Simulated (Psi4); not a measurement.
# CH6In− ([InMeH3]-) at HF/3-21G

What is the energy change on altering one bond length of CH6In− ([InMeH3]-) at HF/3-21G? 

Program for the calculation: Psi4 1.11.

2 further runs of the same task are left out: 2 set aside as unsound or not needed.

### 1 The structure to begin with

CH6In−: 8 atoms, total charge -1, spin state singlet. As SMILES, `[H][In-]([H])([H])[CH3]`. Geometry: a GFN1-xTB relaxation, a rough one for these elements and not checked as a minimum.

Bond lengths: In1–C2 2.289 Å, C2–H3 1.100 Å, C2–H4 1.100 Å, C2–H5 1.100 Å, In1–H6 1.764 Å, In1–H7 1.763 Å, In1–H8 1.764 Å. Some angles: In1–C2–H3 113.3°, In1–C2–H4 113.3°, In1–C2–H5 113.4°, C2–In1–H6 109.2°, C2–In1–H7 109.3°, C2–In1–H8 109.2°, H3–C2–H4 105.4°, H3–C2–H5 105.4°, H4–C2–H5 105.4°, H6–In1–H7 109.7°.

### 2 A single-point energy at HF/3-21G

Contents of input.dat:

```
memory 1600 MB

molecule {
  -1 1
  In
  C 1 r2
  H 2 r3 1 a3
  H 2 r4 3 a4 1 d4
  H 2 r5 3 a5 4 d5
  H 1 r6 2 a6 3 d6
  H 1 r7 6 a7 2 d7
  H 1 r8 7 a8 6 d8

  r2 = 2.289019
  r3 = 1.099952
  a3 = 113.2896
  r4 = 1.099987
  a4 = 105.37758
  d4 = 124.35681
  r5 = 1.100355
  a5 = 105.3844
  d5 = 111.14556
  r6 = 1.763624
  a6 = 109.16821
  d6 = 177.49336
  r7 = 1.763498
  a7 = 109.73874
  d7 = 119.73048
  r8 = 1.763668
  a8 = 109.6625
  d8 = -120.72745
  symmetry c1
}

set {
  basis         3-21G
  reference     rhf
  puream        true
  e_convergence 1e-09
  d_convergence 1e-08
  scf_type      pk
}

e, wfn = energy('hf', return_wfn=True)
oeprop(wfn, 'MAYER_INDICES', 'MULLIKEN_CHARGES', 'LOWDIN_CHARGES', title='HF')
print_variables()
```

On the command line:

```
$ psi4 -i input.dat -o output.dat -n 1
```

output.dat:

```text
[...]
  Running in c1 symmetry.
[...]
  Nuclear repulsion =  153.087706748964848
[...]
  Multiplicity = 1
[...]
  Nalpha       = 31
  Nbeta        = 31
[...]
    Number of basis functions: 52
[...]
   @RHF iter   1: -5755.31004807164481   -3.51551e+00   1.38146e-02 DIIS/ADIIS
[...]
   @RHF iter  10: -5755.82969333178335   -1.81899e-12   3.07667e-09 DIIS
[...]
    Orbital Energies [Eh]
    ---------------------
    Doubly Occupied:
       1A   -991.446081     2A   -148.416893     3A   -137.847796
       4A   -137.847794     5A   -137.847790     6A    -29.300772
       7A    -24.840431     8A    -24.840425     9A    -24.840053
      10A    -17.241281    11A    -17.241210    12A    -17.241206
      13A    -17.240894    14A    -17.240885    15A    -10.949649
      16A     -4.746588    17A     -3.216367    18A     -3.216359
      19A     -3.213974    20A     -0.849104    21A     -0.849094
      22A     -0.847807    23A     -0.841687    24A     -0.841663
      25A     -0.715529    26A     -0.340842    27A     -0.340748
      28A     -0.338217    29A     -0.179236    30A     -0.179077
      31A     -0.167497
[...]
  @RHF Final Energy: -5755.82969333178335
   => Energetics <=
    Nuclear Repulsion Energy =            153.0877067489648482
    One-Electron Energy =               -8267.3009011669491883
    Two-Electron Energy =                2358.3835010862007948
    Total Energy =                      -5755.8296933317833464
[...]
 Multipole Moments:
 ------------------------------------------------------------------------------------
     Multipole            Electronic (a.u.)      Nuclear  (a.u.)        Total (a.u.)
 ------------------------------------------------------------------------------------
 L = 1.  Multiply by 2.5417464519 to convert [e a0] to [Debye]
 Dipole X            :         -0.0007726           -0.0006097           -0.0013823
 Dipole Y            :          0.0026710           -0.0016353            0.0010358
 Dipole Z            :         -8.3878234            8.6732686            0.2854452
 Magnitude           :                                                    0.2854504
[...]
  Mulliken Charges: (a.u.)
   Center  Symbol    Alpha    Beta     Spin     Total
       1    IN    24.21589 24.21589  0.00000  0.56823
       2     C     3.45793  3.45793  0.00000 -0.91587
       3     H     0.43953  0.43953  0.00000  0.12094
       4     H     0.43955  0.43955  0.00000  0.12089
       5     H     0.43962  0.43962  0.00000  0.12075
       6     H     0.66915  0.66915  0.00000 -0.33830
       7     H     0.66916  0.66916  0.00000 -0.33831
       8     H     0.66916  0.66916  0.00000 -0.33833
   Total alpha = 31.00000, Total beta = 31.00000, Total charge = -1.00000
[...]
```

Run time: 1.4 s. Hardware: 1 thread of Intel Xeon 6975P-C (Granite Rapids), shared host; peak memory 0.2 GiB.

### 3 The distorted shape, same level

Contents of calc.py:

```python
import psi4

psi4.set_memory('1600 MB')
psi4.set_num_threads(1)
psi4.core.set_output_file('output.dat', False)

mol = psi4.geometry("""
-1 1
In    -0.002325     0.006638    -1.776946
C      0.001900    -0.004620     1.198730
H     -1.006230     0.050170     1.635270
H      0.555220     0.839750     1.635590
H      0.458590    -0.907510     1.631170
H      1.662575    -0.011392    -2.358456
H     -0.818435     1.460218    -2.352266
H     -0.855185    -1.422852    -2.359796
symmetry c1
""")

psi4.set_options({
    'puream': True,
    'e_convergence': 1e-09,
    'd_convergence': 1e-08,
    'scf_type': 'pk',
})

energy_value = psi4.energy('scf/3-21G')
print(f'total energy {energy_value:.8f} hartree = {energy_value * 27.211386:.5f} eV')
```

On the command line:

```
$ python calc.py
```

output.dat:

```text
[...]
  Running in c1 symmetry.
[...]
  Nuclear repulsion =  131.877401932502636
[...]
  Multiplicity = 1
[...]
  Nalpha       = 31
  Nbeta        = 31
[...]
    Number of basis functions: 52
[...]
   @RHF iter   1: -5755.22723371536449   -3.78337e+00   1.36564e-02 DIIS/ADIIS
[...]
   @RHF iter  10: -5755.78470737105090   -2.72848e-12   6.14095e-09 DIIS
[...]
    Orbital Energies [Eh]
    ---------------------
    Doubly Occupied:
       1A   -991.485090     2A   -148.455983     3A   -137.887102
       4A   -137.886656     5A   -137.886654     6A    -29.340346
       7A    -24.880735     8A    -24.879334     9A    -24.879329
      10A    -17.281386    11A    -17.280966    12A    -17.280962
      13A    -17.279603    14A    -17.279601    15A    -10.954363
      16A     -4.784737    17A     -3.253481    18A     -3.253473
      19A     -3.253220    20A     -0.884790    21A     -0.884781
      22A     -0.880574    23A     -0.878589    24A     -0.878566
      25A     -0.701827    26A     -0.348956    27A     -0.328512
      28A     -0.328420    29A     -0.200658    30A     -0.200486
      31A     -0.120925
[...]
  @RHF Final Energy: -5755.78470737105090
   => Energetics <=
    Nuclear Repulsion Energy =            131.8774019325026359
    One-Electron Energy =               -8223.0840066783966904
    Two-Electron Energy =                2335.4218973748425014
    Total Energy =                      -5755.7847073710508994
[...]
 Multipole Moments:
 ------------------------------------------------------------------------------------
     Multipole            Electronic (a.u.)      Nuclear  (a.u.)        Total (a.u.)
 ------------------------------------------------------------------------------------
 L = 1.  Multiply by 2.5417464519 to convert [e a0] to [Debye]
 Dipole X            :         -0.0143122            0.0145975            0.0002853
 Dipole Y            :          0.0459425           -0.0424581            0.0034844
 Dipole Z            :        -12.0090507           11.4072880           -0.6017627
 Magnitude           :                                                    0.6017728
[...]
```

Standard output:

```text
Memory set to   1.490 GiB by Python driver.
  Threads set to 1 by Python driver.
total energy -5755.78470737 hartree = -156622.87941 eV
```

Run time: 1.4 s. Hardware: 1 thread of Intel Xeon 6975P-C (Granite Rapids), shared host; peak memory 0.19 GiB.

### 4 Outcome

At HF/3-21G:

| quantity | value |
| --- | --- |
| first shape: total energy | -5755.82969 Eh |
| first shape: HOMO energy | -4.56 eV |
| first shape: LUMO energy | 8.33 eV |
| first shape: HOMO–LUMO gap (to an unbound level, set by the basis) | 12.89 eV |
| distorted shape: total energy | -5755.78471 Eh |
| distorted shape: HOMO energy | -3.29 eV |
| distorted shape: LUMO energy | 7.56 eV |
| distorted shape: HOMO–LUMO gap (to an unbound level, set by the basis) | 10.85 eV |
| energy change with the In1–C2 bond stretched from 2.289 to 2.976 Å | 1.224 eV |

What this shows: With the In1–C2 bond stretched from 2.289 to 2.976 Å the energy rises by 1.22 eV (28 kcal/mol). The first shape isn't relaxed at this level, so the change isn't measured from a minimum. Mulliken charges (first shape) run from -0.92 on C2 to +0.57 on In1. Relativity is left out (first shape) although the molecule holds a heavy atom. Relativity is left out (distorted shape) although the molecule holds a heavy atom.
